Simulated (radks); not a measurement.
# Ru⁺ in [Ar] 3d10 4s1.5 4p6 4d7 5d0.5: an all-electron calculation

An exercise on one series of results from a longer session: the logs are not shown, and one member is left open.

Method: Dirac Kohn-Sham, PBE, spin-unpolarised, spherical densities, finite nucleus; open shells fill j = l - 1/2 first. Code: radks (a radial shooting solver on a logarithmic mesh, Libxc functionals) version 1.

## What is computed

* element: ruthenium (Z = 44)
* charge: +1
* electrons: 43
* configuration: [Ar] 3d10 4s1.5 4p6 4d7 5d0.5
* nuclear rms radius: 4.4809 fm

Set-up of the first run:

Input:

```text
Z 44
configuration [Ar] 3d10 4s1.5 4p6 4d7 5d0.5
relativity Dirac
functional pbe,pbe
spin unpolarised
j_filling energy
nucleus finite rms 4.4809 fm
c 137.035999084
```

Run with:

```sh
$ python run_ks.py task.json out
```

All runs below come from this command, one after another.

Among the steps run: Self-consistent calculation.

One of the session's tables, all rows but one given; the rest of the session is left out.

It belongs to the step «Shells». Sizes of the orbitals, from the radial functions (bohr):

```
level      <r>  outermost maximum (interpolated)  90 % within  nodes
1s1/2  0.03344                            0.0217       0.0599      0
2s1/2   0.1453                             0.123        0.225      1
2p1/2   0.1236                            0.0955        0.202      0
2p3/2   0.1284                            0.0995        0.209      0
3s1/2   0.4024                             0.362        0.594      2
3p1/2   0.3956                             0.349        0.597      1
3p3/2   0.4062                             0.358        0.613      1
3d3/2   0.3820                             0.300        0.608      0
3d5/2   0.3855                             0.302        0.613      0
4s1/2    1.016                             0.913         1.48      3
4p1/2    1.101                             0.964         1.63      2
4p3/2    1.131                             0.989         1.67      2
4d3/2    1.551                              1.19         2.47      1
4d5/2    1.569                              1.20         2.50      1
5d3/2    6.786                              6.11         9.95      2
5d5/2        ?                                 ?            ?      ?
```

Estimate the missing values for 5d5/2.

The run gave: <r>: 6.818; outermost maximum (interpolated): 6.14; 90 % within: 9.99; nodes: 2. In the column «<r>» it is the highest.
